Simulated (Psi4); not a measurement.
# SnH2SO (SMILES [OH][Sn][SH]), step by step

Wanted: a series of 10 runs (PBE-D4/def2-SVP, PBE0-D4/def2-TZVP, PBE-D4/def2-TZVPP, r2SCAN-D4/def2-TZVPP, B3LYP-D4/def2-TZVPP, PBE0-D4/def2-TZVPP, wB97M-V/def2-TZVPP, CCSD(T)/def2-TZVPP, and more) of SnH2SO. 

The calculation is run with Psi4 1.11.

## 1. The molecule

SnH2SO has 5 atoms, charge 0, and is taken as a singlet. As SMILES, `[OH][Sn][SH]`. The shape comes from GFN2-xTB, rattled, which is rough for such elements, and wasn't checked as a minimum. This is one conformer, not always the lowest. The run starts from this shape.

Bond lengths: O1–Sn2 2.028 Å, Sn2–S3 2.473 Å, O1–H4 0.945 Å, S3–H5 1.234 Å. Angles: O1–Sn2–S3 97.7°, Sn2–O1–H4 137.3°, Sn2–S3–H5 100.2°.

## 2. A geometry optimisation at PBE-D4/def2-SVP (density fitting, core potential) (run 1)

job.in

```
memory 3.3 GB

molecule {
  0 1
  O     -1.038923    -1.139379    -0.055374
  Sn    -1.238348     0.859619    -0.329657
  S      1.129322     1.479037     0.025725
  H     -0.343085    -1.747175     0.143702
  H      1.627558     0.360647     0.177246
  symmetry c1
}

set basis def2-SVP
set scf_type df
set geom_maxiter 60
set max_force_g_convergence 0.0005

opt("pbe-d4")
```

The run is started by

```
psi4 -n 2 job.in job.out
```

job.out:

```text
Psi4 1.11 release

gradient() will perform analytic gradient computation.

   => Loading Basis Set <=

    Name: DEF2-SVP
    Role: ORBITAL
    Keyword: BASIS

    !!!  WARNING: ECP capability is in beta. Please check occupations closely.  !!!

   => PBE-D4(BJ,EEQ)ATM: Empirical Dispersion <=

        a1 =       0.385750
        a2 =       4.806885
       alp =      16.000000
        s6 =       1.000000
        s8 =       0.959481
        s9 =       1.000000
        ga =       3.000000
        gc =       2.000000
        wf =       6.000000

         ---------------------------------------------------------
                                   SCF
                              RKS Reference
                        2 Threads,   3147 MiB Core
         ---------------------------------------------------------

  ==> Geometry <==

    Molecular point group: c1
    Full point group: C1

    Geometry (in Angstrom), charge = 0, multiplicity = 1:

       Center              X                  Y                   Z               Mass
    ------------   -----------------  -----------------  -----------------  -----------------
         O           -0.287255866265    -1.908938198918     0.175761174310    15.994914619570
         SN          -0.486680866265     0.090059801082    -0.098521825690   119.902201630000
         S            1.880989133735     0.709477801082     0.256860174310    31.972071174400
         H            0.408582133735    -2.516734198918     0.374837174310     1.007825032230
         H            2.379225133735    -0.408912198918     0.408381174310     1.007825032230

  Running in c1 symmetry.

  Rotational constants: A =      0.27204  B =      0.09759  C =      0.07183 [cm^-1]
  Rotational constants: A =   8155.65103  B =   2925.77964  C =   2153.38541 [MHz]
  Nuclear repulsion =  164.571209666867958

  Charge       = 0
  Multiplicity = 1
  Electrons    = 48
  Nalpha       = 24
  Nbeta        = 24

  ==> Algorithm <==

  SCF Algorithm Type is DF.
  DIIS enabled.
  MOM disabled.
  Fractional occupation disabled.
  Guess Type is SAD.
  Energy threshold   = 1.00e-08
  Density threshold  = 1.00e-08
  Integral threshold = 1.00e-12

  ==> Primary Basis <==

  Basis Set: DEF2-SVP
    Blend: DEF2-SVP
    Number of shells: 30
    Number of basis functions: 68
    Number of Cartesian functions: 72
    Spherical Harmonics?: true
    Max angular momentum: 2

  Core potential: DEF2-SVP
    Number of shells: 4
    Number of ECP primitives: 18
    Number of ECP core electrons: 28
    Max angular momentum: 3

  ==> DFT Potential <==

   => LibXC <=

    Version 7.1.2

   => Composite Functional: PBE-D4BJEEQATM <=

    PBE GGA Exchange-Correlation Functional

    Deriv               =              1
    GGA                 =           TRUE
    Meta                =          FALSE

    Exchange Hybrid     =          FALSE
    MP2 Hybrid          =          FALSE

   => Exchange Functionals <=

    1.0000     XC_GGA_X_PBE

   => Correlation Functionals <=

    1.0000     XC_GGA_C_PBE

   => LibXC Density Thresholds  <==

    XC_GGA_C_PBE:  1.00E-12
    XC_GGA_X_PBE:  1.00E-15

   => Molecular Quadrature <=

    Radial Scheme          =       TREUTLER
    Pruning Scheme         =           NONE
    Nuclear Scheme         =       TREUTLER

    Blocking Scheme        =         OCTREE
    BS radius alpha        =              1
    Pruning alpha          =              1
    Radial Points          =             75
    Spherical Points       =            302
    Total Points           =         107869
    Total Blocks           =            868
    Max Points             =            256
    Max Functions          =             67
    Weights Tolerance      =       1.00E-15

   => Loading Basis Set <=

    Name: (DEF2-SVP AUX)
    Role: JKFIT
    Keyword: DF_BASIS_SCF

  ==> Integral Setup <==

  DFHelper Memory: AOs need 0.018 GiB; user supplied 2.134 GiB.
  SCF_SUBTYPE=INCORE selected. In-core MEM_DF algorithm will be used.
  Using in-core AOs.

  ==> MemDFJK: Density-Fitted J/K Matrices <==

    J tasked:                   Yes
    K tasked:                    No
    wK tasked:                   No
    Memory [MiB]:              2185
    Algorithm:                 Core
    Schwarz Cutoff:           1E-12
    Mask sparsity (%):       1.8599
    Fitting Condition:        1E-10

   => Auxiliary Basis Set <=

  Basis Set: (DEF2-SVP AUX)
    Blend: DEF2-UNIVERSAL-JKFIT
    Number of shells: 121
    Number of basis functions: 459
    Number of Cartesian functions: 597
    Spherical Harmonics?: true
    Max angular momentum: 5

  Cached 100.0% of DFT collocation blocks in 0.171 [GiB].

  Minimum eigenvalue in the overlap matrix is 2.3274863416E-02.
  Reciprocal condition number of the overlap matrix is 5.8815959986E-03.
    Using symmetric orthogonalization.

  ==> Pre-Iterations <==

  SCF Guess: Superposition of Atomic Densities via on-the-fly atomic UHF (no occupation information).

   -------------------------
    Irrep   Nso     Nmo
   -------------------------
     A         68      68
   -------------------------
    Total      68      68
   -------------------------

  ==> Iterations <==

                           Total Energy        Delta E     RMS |[F,P]|

[... 1 line left out ...]
   @DF-RKS iter   1:  -688.18776010325666   -1.10853e+00   1.30128e-02 DIIS/ADIIS
[... 4 lines left out ...]
   @DF-RKS iter   6:  -688.52563415036320   -2.79511e-03   4.47947e-04 DIIS/ADIIS
[... 4 lines left out ...]
   @DF-RKS iter  11:  -688.52639520730793   -2.29747e-08   3.87512e-07 DIIS
[... 29 lines left out ...]
    Final Occupation by Irrep:
[... 12 lines left out ...]
    DFT Exchange-Correlation Energy =     -52.8622648021800217
[... 18 lines left out ...]
 Dipole Y            :          8.9684612           -9.1919898           -0.2235287
[... 135 lines left out ...]
	   Step    Total Energy     Delta E     Max Force     RMS Force      Max Disp      RMS Disp   ~
[... 137 lines left out ...]
   @DF-RKS iter   0:  -688.50617090589060   -6.88506e+02   4.12976e-03
[... 4 lines left out ...]
   @DF-RKS iter   5:  -688.53881278452900   -7.82437e-05   3.42224e-05 DIIS
[... 4 lines left out ...]
   @DF-RKS iter  10:  -688.53881612097416   -8.18545e-12   6.48501e-09 DIIS
[... 18 lines left out ...]
    One-Electron Energy =               -1358.0197344015030012
[... 4 lines left out ...]
    Total Energy =                       -688.5388161209741611
[... 107 lines left out ...]
	                                 ==> Convergence Check <==
[... 109 lines left out ...]
                           Total Energy        Delta E     RMS |[F,P]|
[... 5 lines left out ...]
   @DF-RKS iter   4:  -688.54003231914851   -4.24035e-05   3.45240e-05 DIIS
[... 4 lines left out ...]
   @DF-RKS iter   9:  -688.54003544952377   -1.95541e-11   1.59888e-08 DIIS
[... 18 lines left out ...]
    Nuclear Repulsion Energy =            162.7841192746318200
[... 4 lines left out ...]
    VV10 Nonlocal Energy =                  0.0000000000000000
[... 60 lines left out ...]
    Weights Tolerance      =       1.00E-15
[... 126 lines left out ...]
    Weights Tolerance      =       1.00E-15
[... 41 lines left out ...]
   @DF-RKS iter   3:  -688.54019428994820   -2.73123e-03   4.16826e-04 DIIS/ADIIS
[... 4 lines left out ...]
   @DF-RKS iter   8:  -688.54058843671191   -4.98778e-09   2.61835e-07 DIIS
[... 15 lines left out ...]
  @DF-RKS Final Energy:  -688.54058843692803
[... 7 lines left out ...]
    Empirical Dispersion Energy =          -0.0042781085131183
[... 18 lines left out ...]
 Dipole Z            :         -9.9620915            9.8805889           -0.0815026
[... 99 lines left out ...]
	  Convergence Criteria              o    5.00e-04 *             o             o             o
[... 104 lines left out ...]
   @DF-RKS iter   2:  -688.53136840614218    6.26161e-03   1.57846e-03 DIIS/ADIIS
[... 4 lines left out ...]
   @DF-RKS iter   7:  -688.54060743194407   -7.68200e-07   2.41036e-06 DIIS
[... 4 lines left out ...]
  Energy and wave function converged.
[... 18 lines left out ...]
    Two-Electron Energy =                 557.9684073635580717
[... 18 lines left out ...]
 Dipole X            :        -38.2667707           38.1813560           -0.0854147
[... 94 lines left out ...]
	Measures of convergence in internal coordinates in au.
[... 98 lines left out ...]
   @DF-RKS iter   0:  -688.53677624627983   -6.88537e+02   1.40457e-03
[... 4 lines left out ...]
   @DF-RKS iter   5:  -688.54110942479849   -6.94638e-06   2.61555e-05 DIIS
[... 4 lines left out ...]
   @DF-RKS iter  10:  -688.54111187713909   -1.59162e-12   2.60015e-09 DIIS
[... 18 lines left out ...]
    One-Electron Energy =               -1356.3395461947798140
[... 4 lines left out ...]
    Total Energy =                       -688.5411118771390875
[... 107 lines left out ...]
	                                 ==> Convergence Check <==
[... 109 lines left out ...]
                           Total Energy        Delta E     RMS |[F,P]|
[... 5 lines left out ...]
   @DF-RKS iter   4:  -688.54113922118643   -3.94093e-05   1.11355e-05 DIIS
[... 4 lines left out ...]
   @DF-RKS iter   9:  -688.54113968001957   -4.09273e-12   5.04344e-09 DIIS
[... 18 lines left out ...]
    One-Electron Energy =               -1356.6322337989522566
[... 4 lines left out ...]
    Total Energy =                       -688.5411396800195689
[... 107 lines left out ...]
	                                 ==> Convergence Check <==
[... 98 lines left out ...]
                           Total Energy        Delta E     RMS |[F,P]|
[... 5 lines left out ...]
   @DF-RKS iter   4:  -688.54115064922030   -4.43949e-07   8.60499e-06 DIIS
[... 4 lines left out ...]
  Energy and wave function converged.
[... 19 lines left out ...]
      25A     -0.104552    26A     -0.036374    27A     -0.022328
      28A     -0.007846    29A      0.102094    30A      0.139540
      31A      0.193973    32A      0.206396    33A      0.242148
[... 11 lines of this table left out ...]
      67A     14.882193    68A     51.598763

    Final Occupation by Irrep:
              A
    DOCC [    24 ]
    NA   [    24 ]
    NB   [    24 ]

  @DF-RKS Final Energy:  -688.54115080970098

   => Energetics <=

    Nuclear Repulsion Energy =            163.0404529975193668
    One-Electron Energy =               -1356.6869246542391920
    Two-Electron Energy =                 557.9115720432624812
    DFT Exchange-Correlation Energy =     -52.8019409206062988
    Empirical Dispersion Energy =          -0.0043102756374085
    VV10 Nonlocal Energy =                  0.0000000000000000
    Total Energy =                       -688.5411508097009801

Computation Completed

Properties will be evaluated at   0.000000,   0.000000,   0.000000 [a0]

Properties computed using the SCF density matrix

 Multipole Moments:

 ------------------------------------------------------------------------------------
     Multipole            Electronic (a.u.)      Nuclear  (a.u.)        Total (a.u.)
 ------------------------------------------------------------------------------------

 L = 1.  Multiply by 2.5417464519 to convert [e a0] to [Debye]
 Dipole X            :        -38.0691984           37.9901829           -0.0790155
 Dipole Y            :          8.4098708           -8.5057113           -0.0958405
 Dipole Z            :         -7.2226838            7.2170816           -0.0056022
 Magnitude           :                                                    0.1243392

 ------------------------------------------------------------------------------------

	total time  =         19 seconds =       0.32 minutes

         ------------------------------------------------------------
                                   SCF GRAD
         ------------------------------------------------------------

  ==> Geometry <==

    Molecular point group: c1
    Full point group: C1

    Geometry (in Angstrom), charge = 0, multiplicity = 1:

       Center              X                  Y                   Z               Mass
    ------------   -----------------  -----------------  -----------------  -----------------
         O           -0.315354343694    -1.920045959352     0.162963189432    15.994914619570
         SN          -0.490889226321     0.082412778936    -0.090256596882   119.902201630000
         S            1.906702570291     0.739101907093     0.232166137892    31.972071174400
         H            0.589910339538    -2.239310660342     0.344036728407     1.007825032230
         H            2.328785282042    -0.540061889988     0.442359785206     1.007825032230

  Nuclear repulsion =  163.040452997519367

   => Molecular Quadrature <=

    Radial Scheme          =       TREUTLER
    Pruning Scheme         =           NONE
    Nuclear Scheme         =       TREUTLER

    Blocking Scheme        =         OCTREE
    BS radius alpha        =              1
    Pruning alpha          =              1
    Radial Points          =             75
    Spherical Points       =            302
    Total Points           =         107845
    Total Blocks           =            865
    Max Points             =            255
    Max Functions          =             67
    Weights Tolerance      =       1.00E-15

  -Total Gradient:
     Atom            X                  Y                   Z
    ------   -----------------  -----------------  -----------------
       1        0.000050335888     0.000251095224     0.000037255992
       2       -0.000042809438    -0.000177353257    -0.000022795654
       3        0.000144922887     0.000016212201     0.000052976482
       4        0.000004569622    -0.000034893614    -0.000031311055
       5       -0.000158674840     0.000085083054    -0.000051321292

	total time  =          6 seconds =       0.10 minutes

    			-----------------------------------------

    			 OPTKING 3.0: for geometry optimizations

    			        with contributions from

    			-----------------------------------------

	                            ===> Fragment 1 <==

	 Z (Atomic Numbers)          Masses                          Geom
	       8.000000            15.994915         -0.59593334 -3.62836101  0.30795580
	      50.000000            119.902202        -0.92764620  0.15573758 -0.17056025
	      16.000000            31.972071          3.60314566  1.39670018  0.43873042
	       1.000000             1.007825          1.11476898 -4.23168386  0.65013519
	       1.000000             1.007825          4.40076639 -1.02056906  0.83593884

	 - Coordinate -           - BOHR/RAD -       - ANG/DEG -
	 R(1,2)           =         3.828631           2.026024
	 R(1,4)           =         1.845965           0.976843
	 R(2,3)           =         4.737014           2.506720
[... 5 lines of this table left out ...]
	 D(3,2,1,4)       =        -0.004639          -0.265793

	        --- Internal Coordinate Step in ANG or DEG, aJ/ANG or AJ/DEG ---
	-------------------------------------------------------------------------------
	           Coordinate      Previous         Force          Change          New
	           ----------      --------        ------          ------        ------
	               R(1,2)       2.02602        0.00127        0.00061       2.02664
	               R(1,4)       0.97684       -0.00014       -0.00001       0.97684
	               R(2,3)       2.50672       -0.00002       -0.00026       2.50646
[... 5 lines of this table left out ...]
	           D(3,2,1,4)      -0.26579        0.00000        0.34738       0.08159
	-------------------------------------------------------------------------------

	                                 ==> Convergence Check <==

	Measures of convergence in internal coordinates in au.

	Criteria marked as inactive (o), active & met (*), and active & unmet ( ).

	----------------------------------------------------------------------------------------------
	   Step    Total Energy     Delta E     Max Force     RMS Force      Max Disp      RMS Disp
	----------------------------------------------------------------------------------------------
	  Convergence Criteria              o    5.00e-04 *             o             o             o
	----------------------------------------------------------------------------------------------
	     8    -688.54115081   -1.11e-05 o    3.50e-04 *    1.49e-04 o    6.06e-03 o    2.64e-03 o  ~
	----------------------------------------------------------------------------------------------

Next Geometry in Ang
	Fragment 1 (Ang)

	    O  -0.3163531466  -1.9211295446   0.1606865500
	   Sn  -0.4919633569   0.0823111014  -0.0896104288
	    S   1.9056663022   0.7382298210   0.2320596658
	    H   0.5889843931  -2.2378370393   0.3458095411
	    H   2.3328204300  -0.5394781622   0.4423239160

    Final optimized geometry and variables:
    Molecular point group: c1
    Full point group: C1

    Geometry (in Angstrom), charge = 0, multiplicity = 1:

    O           -0.315354343694    -1.920045959352     0.162963189432
    SN          -0.490889226321     0.082412778936    -0.090256596882
    S            1.906702570291     0.739101907093     0.232166137892
    H            0.589910339538    -2.239310660342     0.344036728407
    H            2.328785282042    -0.540061889988     0.442359785206

    Psi4 run time: 0:04:44.48

[set-up sections that repeat, and orbital energies of the middle runs, are left out above]
```

The script printed:

```text
Optimizer: Optimization complete!
```

It took 4.8 min on 2 threads of Intel Xeon at 2.50GHz (Skylake/Cascade Lake), shared host; peak memory 0.5 GiB.

The path in brief:

```
step  energy from the first frame kept (eV)  largest force (eV/Å)
   0                                 0.0000                4.7049
   1                                -0.3380                0.6462
   2                                -0.3712                0.3672
   3                                -0.3862                0.2152
   4                                -0.3867                0.2245
   5                                -0.4005                0.0397
   6                                -0.4012                0.0261
   7                                -0.4015                0.0133
```

After the run. Bond lengths: O1–Sn2 2.026 Å, Sn2–S3 2.507 Å, O1–H4 0.977 Å, S3–H5 1.363 Å. Angles: O1–Sn2–S3 99.2°, Sn2–O1–H4 115.2°, Sn2–S3–H5 94.0°.

(Part 1 of 2 ends here.)
